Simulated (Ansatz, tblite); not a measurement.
# The cluster Ge24PH34: removing and adding an electron

What does removing or adding an electron cost or gain for the cluster Ge24PH34? Each charged state is run at several levels.

Method: as each input shows; program: Ansatz 0.2.0, Gaussian basis.

The runs, in order: charge +1 singlet, at the geometry of the doublet (PBE0-D4/def2-SVP, PBE-D4/def2-SVP, B3LYP-D4/def2-SVP); charge -1 singlet, at the geometry of the doublet (PBE0-D4/def2-SVP, PBE-D4/def2-SVP, B3LYP-D4/def2-SVP); the starting doublet's energies come from earlier runs.

1 further run of the same task is left out (set aside as unsound or not needed). Runs told in other sessions of the task aren't counted.

**1. The structure**

The geometry is that of the doublet, from an earlier relaxation (PBE-D4/def2-SVP).

59 atoms, charge 0, spin multiplicity 2.

Atoms are counted from 1 here; the program's logs count them from 0.

Bond lengths: Ge1–Ge13 2.443 Å, Ge1–Ge14 2.443 Å, Ge1–P18 2.344 Å, Ge1–H26 1.561 Å, Ge2–Ge16 2.443 Å, Ge2–Ge17 2.443 Å, Ge2–Ge19 2.450 Å, Ge2–H27 1.561 Å, Ge3–Ge13 2.451 Å, Ge3–Ge15 2.442 Å, Ge3–Ge20 2.463 Å, Ge3–H28 1.566 Å, Ge4–Ge16 2.449 Å, Ge4–P18 2.349 Å, Ge4–Ge21 2.445 Å, Ge4–H29 1.561 Å, Ge5–Ge14 2.451 Å, Ge5–Ge15 2.442 Å and more. Angles: Ge13–Ge1–Ge14 110.4°, Ge13–Ge1–P18 102.2°, Ge13–Ge1–H26 113.9°, Ge14–Ge1–P18 102.3°, Ge14–Ge1–H26 114.0°, P18–Ge1–H26 112.9°, Ge16–Ge2–Ge17 106.7°, Ge16–Ge2–Ge19 109.6°, Ge16–Ge2–H27 110.6°, Ge17–Ge2–Ge19 109.7°, Ge17–Ge2–H27 110.6°, Ge19–Ge2–H27 109.5°, Ge13–Ge3–Ge15 107.9°, Ge13–Ge3–Ge20 118.2°, Ge13–Ge3–H28 107.7°, Ge15–Ge3–Ge20 109.9°, Ge15–Ge3–H28 109.5°, Ge20–Ge3–H28 103.2° and more.

**2. Charge +1 singlet at the fixed geometry, PBE0-D4/def2-SVP**

File in.yaml:

```yaml
crystal:
  periodic: [false, false, false]
  atoms:
    - {symbol: Ge, position_ang: [-2.169794, -2.153230, -0.483232]}
    - {symbol: Ge, position_ang: [-2.137794, -2.158469, 4.885932]}
    - {symbol: Ge, position_ang: [-1.910949, 0.811350, -3.048189]}
    - {symbol: Ge, position_ang: [-2.168028, 0.512178, 1.970783]}
    - {symbol: Ge, position_ang: [0.803796, -1.907453, -3.034855]}
    - {symbol: Ge, position_ang: [0.512555, -2.151680, 1.951770]}
    - {symbol: Ge, position_ang: [0.808229, 0.796141, -6.022933]}
    - {symbol: Ge, position_ang: [0.745510, 3.671327, -3.327728]}
    - {symbol: Ge, position_ang: [3.668033, 0.744453, -3.312837]}
    - {symbol: Ge, position_ang: [0.717046, 3.209326, 1.543833]}
    - {symbol: Ge, position_ang: [3.220037, 0.729696, 1.539256]}
    - {symbol: Ge, position_ang: [0.710222, 0.701743, 4.645908]}
    - {symbol: Ge, position_ang: [-3.494963, -0.645916, -1.876322]}
    - {symbol: Ge, position_ang: [-0.662373, -3.486786, -1.867703]}
    - {symbol: Ge, position_ang: [-0.577532, -0.579470, -4.548324]}
    - {symbol: Ge, position_ang: [-3.593541, -0.830914, 3.441165]}
    - {symbol: Ge, position_ang: [-0.813158, -3.595262, 3.419643]}
    - {symbol: P, position_ang: [-0.693612, -0.674712, 0.579724]}
    - {symbol: Ge, position_ang: [-0.654844, -0.671608, 6.147850]}
    - {symbol: Ge, position_ang: [-0.432475, 2.246974, -1.698445]}
    - {symbol: Ge, position_ang: [-0.703900, 2.056828, 3.175226]}
    - {symbol: Ge, position_ang: [2.237079, -0.427181, -1.684581]}
    - {symbol: Ge, position_ang: [2.064138, -0.699279, 3.161863]}
    - {symbol: Ge, position_ang: [2.235864, 2.230163, -4.642628]}
    - {symbol: Ge, position_ang: [1.649368, 1.657038, -0.282632]}
    - {symbol: H, position_ang: [-3.016811, -2.993452, 0.523379]}
    - {symbol: H, position_ang: [-2.982963, -3.016577, 5.878533]}
    - {symbol: H, position_ang: [-2.740953, 1.840520, -3.887789]}
    - {symbol: H, position_ang: [-3.042794, 1.308717, 0.951717]}
    - {symbol: H, position_ang: [1.838357, -2.741259, -3.864414]}
    - {symbol: H, position_ang: [1.303757, -3.015642, 0.919525]}
    - {symbol: H, position_ang: [-0.113847, 1.651031, -6.942190]}
    - {symbol: H, position_ang: [1.667899, -0.131596, -6.931889]}
    - {symbol: H, position_ang: [-0.245263, 4.364149, -4.315602]}
    - {symbol: H, position_ang: [1.557583, 4.783411, -2.601426]}
    - {symbol: H, position_ang: [4.364847, -0.251902, -4.292145]}
    - {symbol: H, position_ang: [4.777296, 1.557838, -2.584107]}
    - {symbol: H, position_ang: [-0.038117, 4.408267, 0.892348]}
    - {symbol: H, position_ang: [1.957777, 3.789698, 2.292311]}
    - {symbol: H, position_ang: [4.421055, -0.022567, 0.887577]}
    - {symbol: H, position_ang: [3.796785, 1.970331, 2.291614]}
    - {symbol: H, position_ang: [1.639866, 1.632679, 5.485725]}
    - {symbol: H, position_ang: [-4.295761, -1.457858, -2.937512]}
    - {symbol: H, position_ang: [-4.513503, 0.155089, -1.015952]}
    - {symbol: H, position_ang: [-1.474035, -4.283681, -2.931594]}
    - {symbol: H, position_ang: [0.130784, -4.508872, -1.004477]}
    - {symbol: H, position_ang: [-1.519876, -1.525699, -5.357193]}
    - {symbol: H, position_ang: [-4.520341, -1.755331, 2.599685]}
    - {symbol: H, position_ang: [-4.496337, 0.122153, 4.279525]}
    - {symbol: H, position_ang: [-1.739919, -4.519242, 2.577518]}
    - {symbol: H, position_ang: [0.149792, -4.500766, 4.243641]}
    - {symbol: H, position_ang: [-1.512542, 0.251170, 7.064354]}
    - {symbol: H, position_ang: [0.270002, -1.524534, 7.066597]}
    - {symbol: H, position_ang: [-1.380616, 3.123321, -0.811956]}
    - {symbol: H, position_ang: [-1.551759, 3.072484, 4.004340]}
    - {symbol: H, position_ang: [3.110060, -1.373845, -0.793494]}
    - {symbol: H, position_ang: [3.074398, -1.560711, 3.984028]}
    - {symbol: H, position_ang: [3.120484, 3.105792, -5.585881]}
    - {symbol: H, position_ang: [2.660981, 2.670028, -0.950539]}
basis:
  gaussian: {orbitals: def2-SVP, fitting: {mean_field: def2-universal-jkfit}}
total_charge: 1
hamiltonian: {xc: pbe0, dispersion: d4}
scf: {omitted_lower_state_checks: [starts]}
output: {orbitals: {seedname: orbitals}}
```

On the command line:

```bash
$ ansatz run in.yaml --threads 11 --pin off --events-out ev --progress --plain --max-ram 174080MiB --backend cuda --devices 0, --max-vram 75GiB
```

Standard output:

```text
Functional definition: PBE0
  name "PBE0"
  cite "Adamo & Barone, J. Chem. Phys. 110, 6158 (1999) doi:10.1063/1.478522"
  cite "Perdew, Burke & Ernzerhof, Phys. Rev. Lett. 77, 3865 (1996) doi:10.1103/PhysRevLett.77.3865"
  parent pbe
  parameter a = 0.25
  parameter kappa = 0.804
  parameter beta = 0.06672455060314922
  exchange = (1 - a)*pbe_x(kappa = kappa, mu = beta*pi^2/3) + a*exact_x
  correlation = pbe_c(beta = beta)
these checks for a lower state are left out or cut short: starts
7124 factors; integrals over basis functions are off by at most 3.4e-1 eV
mean field evaluation 1: about -1365937.3661 eV, gradient 5.6e1 eV
mean field evaluation 2: about -1365937.9170 eV, gradient 5.2e1 eV
mean field evaluation 4: about -1365940.7015 eV, gradient 4.7e0 eV
mean field evaluation 8: about -1365940.7271 eV, gradient 4.0e-1 eV
mean field evaluation 16: about -1365940.7276 eV, gradient 1.6e-4 eV
mean field -1365940.72759576 eV, -50197.3958712653 hartree, gradient 2.4e-5 eV, S^2 0.000000; 0 other end points of the search recorded, 0 dependent functions left out
reference -1365940.72767547 eV, -50197.3958741943 hartree; 408, 408 occupied and 548, 548 virtual orbitals, 7124 factors
Total energy: -1365944.76862029 eV, -50197.5443761777 hartree
Checks for a lower state left out: starts
```

It took 17 s on 1 × H100 with 11 threads of AMD EPYC 7R13, shared host; peak host memory 1.7 GiB.

HOMO -9.11 eV, LUMO -6.92 eV.

**3. Charge +1 singlet at the fixed geometry, PBE-D4/def2-SVP**

start.molden holds the orbitals of an earlier run on this state, given as this run's starting guess.

in.yaml: that of step 2 with these lines changed.

```diff
@@ -63,5 +63,5 @@
 basis:
-  gaussian: {orbitals: def2-SVP, fitting: {mean_field: def2-universal-jkfit}}
+  gaussian: {orbitals: def2-SVP, fitting: {mean_field: def2-universal-jkfit}, initial_orbitals: start.molden}
 total_charge: 1
-hamiltonian: {xc: pbe0, dispersion: d4}
+hamiltonian: {xc: pbe, dispersion: d4}
 scf: {omitted_lower_state_checks: [starts]}
```

Launched as before.

Standard output:

```text
Functional definition: PBE
  name "PBE"
  cite "Perdew, Burke & Ernzerhof, Phys. Rev. Lett. 77, 3865 (1996) doi:10.1103/PhysRevLett.77.3865"
  parent pbe
  parameter kappa = 0.804
  parameter beta = 0.06672455060314922
  exchange = pbe_x(kappa = kappa, mu = beta*pi^2/3)
  correlation = pbe_c(beta = beta)
these checks for a lower state are left out or cut short: starts
7124 factors; integrals over basis functions are off by at most 3.4e-1 eV
mean field evaluation 1: about -1365902.0723 eV, gradient 2.4e1 eV
mean field evaluation 2: about -1365903.1047 eV, gradient 9.8e-1 eV
mean field evaluation 4: about -1365903.0518 eV, gradient 1.1e-1 eV
mean field evaluation 8: about -1365903.0519 eV, gradient 1.3e-5 eV
mean field -1365903.05188394 eV, -50196.0113143931 hartree, gradient 1.3e-5 eV, S^2 0.000000; 0 other end points of the search recorded, 0 dependent functions left out
reference -1365903.05199011 eV, -50196.0113182948 hartree; 408, 408 occupied and 548, 548 virtual orbitals, 7124 factors
Total energy: -1365907.46162240 eV, -50196.1733692928 hartree
Checks for a lower state left out: starts
```

Run time: 14 s. Hardware: 1 × H100 with 11 threads of AMD EPYC 7R13, shared host; peak host memory 1.7 GiB.

From the report: HOMO -8.19 eV, LUMO -7.34 eV.

**4. Charge +1 singlet at the fixed geometry, B3LYP-D4/def2-SVP**

in.yaml: that of step 3 with these lines changed.

```diff
@@ -65,3 +65,3 @@
 total_charge: 1
-hamiltonian: {xc: pbe, dispersion: d4}
+hamiltonian: {xc: {name: B3LYP}, dispersion: d4}
 scf: {omitted_lower_state_checks: [starts]}
```

Same command.

Standard output, shortened:

```text
Functional definition: B3LYP
  name "B3LYP"
  cite "Stephens, Devlin, Chabalowski & Frisch, J. Phys. Chem. 98, 11623 (1994) doi:10.1021/j100096a001"
  cite "Becke, Phys. Rev. A 38, 3098 (1988) doi:10.1103/PhysRevA.38.3098"
  cite "Lee, Yang & Parr, Phys. Rev. B 37, 785 (1988) doi:10.1103/PhysRevB.37.785"
  cite "Vosko, Wilk & Nusair, Can. J. Phys. 58, 1200 (1980) doi:10.1139/p80-159"
[...]
7124 factors; integrals over basis functions are off by at most 3.4e-1 eV
[...]
mean field -1366142.19317477 eV, -50204.7995947353 hartree, gradient 1.4e-5 eV, S^2 0.000000; 0 other end points of the search recorded, 0 dependent functions left out
reference -1366142.19392746 eV, -50204.7996223963 hartree; 408, 408 occupied and 548, 548 virtual orbitals, 7124 factors
Total energy: -1366149.37884833 eV, -50205.0636633680 hartree
Checks for a lower state left out: starts
```

Wall time 20 s (1 × H100 with 11 threads of AMD EPYC 7R13, shared host); peak host memory 1.8 GiB.

HOMO -8.92 eV, LUMO -7.03 eV.

**5. Vertical ionisation energy**

Charged state less starting state, doublet to singlet; the starting state's energies are those of its earlier runs.

| level | vertical ionisation energy (eV) | time |
| --- | --- | --- |
| PBE-D4/def2-SVP | +5.91 | 32 s |
| B3LYP-D4/def2-SVP | +6.08 | 69 s |
| PBE0-D4/def2-SVP | +6.06 | 50 s |

Times add the two runs; a level without a time comes out of a correlated run.

Beside −ε(HOMO) of the starting state (over both spins):

```csv
level,−ε(HOMO) (eV),by difference (eV),mismatch (eV)
PBE-D4/def2-SVP,4.33,5.91,-1.58
B3LYP-D4/def2-SVP,4.91,6.08,-1.17
PBE0-D4/def2-SVP,5.07,6.06,-0.99
```

**6. Charge -1 singlet at the fixed geometry, PBE0-D4/def2-SVP**

in.yaml: that of step 4 with these lines changed.

```diff
@@ -63,5 +63,5 @@
 basis:
-  gaussian: {orbitals: def2-SVP, fitting: {mean_field: def2-universal-jkfit}, initial_orbitals: start.molden}
-total_charge: 1
-hamiltonian: {xc: {name: B3LYP}, dispersion: d4}
+  gaussian: {orbitals: def2-SVP, fitting: {mean_field: def2-universal-jkfit}}
+total_charge: -1
+hamiltonian: {xc: pbe0, dispersion: d4}
 scf: {omitted_lower_state_checks: [starts]}
```

The command is unchanged.

Standard output, shortened:

```text
Functional definition: PBE0
  name "PBE0"
  cite "Adamo & Barone, J. Chem. Phys. 110, 6158 (1999) doi:10.1063/1.478522"
  cite "Perdew, Burke & Ernzerhof, Phys. Rev. Lett. 77, 3865 (1996) doi:10.1103/PhysRevLett.77.3865"
  parent pbe
[...]
7124 factors; integrals over basis functions are off by at most 3.4e-1 eV
[...]
mean field -1365949.29025631 eV, -50197.7105432363 hartree, gradient 3.5e-5 eV, S^2 0.000000; 0 other end points of the search recorded, 0 dependent functions left out
reference -1365949.29033998 eV, -50197.7105463111 hartree; 409, 409 occupied and 547, 547 virtual orbitals, 7124 factors
Total energy: -1365953.46070664 eV, -50197.8638044593 hartree
Checks for a lower state left out: starts
```

Run time: 16 s. Hardware: 1 × H100 with 11 threads of AMD EPYC 7R13, shared host; peak host memory 1.7 GiB.

Report: HOMO -1.65 eV, LUMO 1.20 eV.

**7. Charge -1 singlet at the fixed geometry, PBE-D4/def2-SVP**

in.yaml: that of step 6 with these lines changed.

```diff
@@ -63,5 +63,5 @@
 basis:
-  gaussian: {orbitals: def2-SVP, fitting: {mean_field: def2-universal-jkfit}}
+  gaussian: {orbitals: def2-SVP, fitting: {mean_field: def2-universal-jkfit}, initial_orbitals: start.molden}
 total_charge: -1
-hamiltonian: {xc: pbe0, dispersion: d4}
+hamiltonian: {xc: pbe, dispersion: d4}
 scf: {omitted_lower_state_checks: [starts]}
```

Same command.

Standard output:

```text
Functional definition: PBE
  name "PBE"
  cite "Perdew, Burke & Ernzerhof, Phys. Rev. Lett. 77, 3865 (1996) doi:10.1103/PhysRevLett.77.3865"
  parent pbe
  parameter kappa = 0.804
  parameter beta = 0.06672455060314922
  exchange = pbe_x(kappa = kappa, mu = beta*pi^2/3)
  correlation = pbe_c(beta = beta)
these checks for a lower state are left out or cut short: starts
7124 factors; integrals over basis functions are off by at most 3.4e-1 eV
mean field evaluation 1: about -1365910.4421 eV, gradient 2.4e1 eV
mean field evaluation 2: about -1365911.4698 eV, gradient 9.6e-1 eV
mean field evaluation 4: about -1365911.4166 eV, gradient 1.1e-1 eV
mean field evaluation 8: about -1365911.4166 eV, gradient 1.4e-5 eV
mean field -1365911.41661187 eV, -50196.3187124749 hartree, gradient 1.4e-5 eV, S^2 0.000000; 0 other end points of the search recorded, 0 dependent functions left out
reference -1365911.41672361 eV, -50196.3187165813 hartree; 409, 409 occupied and 547, 547 virtual orbitals, 7124 factors
Total energy: -1365915.96878687 eV, -50196.4860018207 hartree
Checks for a lower state left out: starts
```

Run time: 12 s. Hardware: 1 × H100 with 11 threads of AMD EPYC 7R13, shared host; peak host memory 1.8 GiB.

Report: HOMO -1.03 eV, LUMO 0.51 eV.

**8. Charge -1 singlet at the fixed geometry, B3LYP-D4/def2-SVP**

in.yaml: that of step 7 with these lines changed.

```diff
@@ -65,3 +65,3 @@
 total_charge: -1
-hamiltonian: {xc: pbe, dispersion: d4}
+hamiltonian: {xc: {name: B3LYP}, dispersion: d4}
 scf: {omitted_lower_state_checks: [starts]}
```

Launched as before.

Standard output, shortened:

```text
Functional definition: B3LYP
  name "B3LYP"
  cite "Stephens, Devlin, Chabalowski & Frisch, J. Phys. Chem. 98, 11623 (1994) doi:10.1021/j100096a001"
  cite "Becke, Phys. Rev. A 38, 3098 (1988) doi:10.1103/PhysRevA.38.3098"
  cite "Lee, Yang & Parr, Phys. Rev. B 37, 785 (1988) doi:10.1103/PhysRevB.37.785"
  cite "Vosko, Wilk & Nusair, Can. J. Phys. 58, 1200 (1980) doi:10.1139/p80-159"
[...]
7124 factors; integrals over basis functions are off by at most 3.4e-1 eV
[...]
mean field -1366150.75524503 eV, -50205.1142450138 hartree, gradient 1.4e-5 eV, S^2 0.000000; 0 other end points of the search recorded, 0 dependent functions left out
reference -1366150.75603586 eV, -50205.1142740765 hartree; 409, 409 occupied and 547, 547 virtual orbitals, 7124 factors
Total energy: -1366158.15938303 eV, -50205.3863420667 hartree
Checks for a lower state left out: starts
```

Run time: 17 s. Hardware: 1 × H100 with 11 threads of AMD EPYC 7R13, shared host; peak host memory 1.8 GiB.

HOMO -1.55 eV, LUMO 1.03 eV.

**9. Vertical electron affinity**

Starting state less charged state (positive: the electron is bound), doublet to singlet; the starting state's energies are those of its earlier runs.

```
            level  vertical electron affinity (eV)  time
  PBE-D4/def2-SVP                            +2.60  30 s
B3LYP-D4/def2-SVP                            +2.70  66 s
 PBE0-D4/def2-SVP                            +2.63  49 s
```

Times add the two runs; a level without a time comes out of a correlated run.

Beside −ε(LUMO) of the starting state (over both spins):

| level | −ε(LUMO) (eV) | by difference (eV) | mismatch (eV) |
| --- | --- | --- | --- |
| PBE-D4/def2-SVP | 4.01 | 2.60 | +1.42 |
| B3LYP-D4/def2-SVP | 3.64 | 2.70 | +0.93 |
| PBE0-D4/def2-SVP | 3.47 | 2.63 | +0.84 |

**10. What came out**

| quantity | value |
| --- | --- |
| vertical ionisation energy, functionals in def2-SVP | 5.91 (PBE-D4) to 6.08 eV (B3LYP-D4) |
| vertical electron affinity, functionals in def2-SVP | 2.60 (PBE-D4) to 2.70 eV (B3LYP-D4) |

**Reading.** The vertical ionisation energy spans 5.91 to 6.08 eV over the functionals. −ε(HOMO) misses the level's own difference by -0.99 eV at best (PBE0-D4) and -1.58 eV at worst (PBE-D4). The vertical electron affinity spans 2.60 to 2.70 eV over the functionals. −ε(LUMO) misses the level's own difference by +0.84 eV at best (PBE0-D4) and +1.42 eV at worst (PBE-D4). The charged states' spins were chosen beforehand and needn't be their lowest.
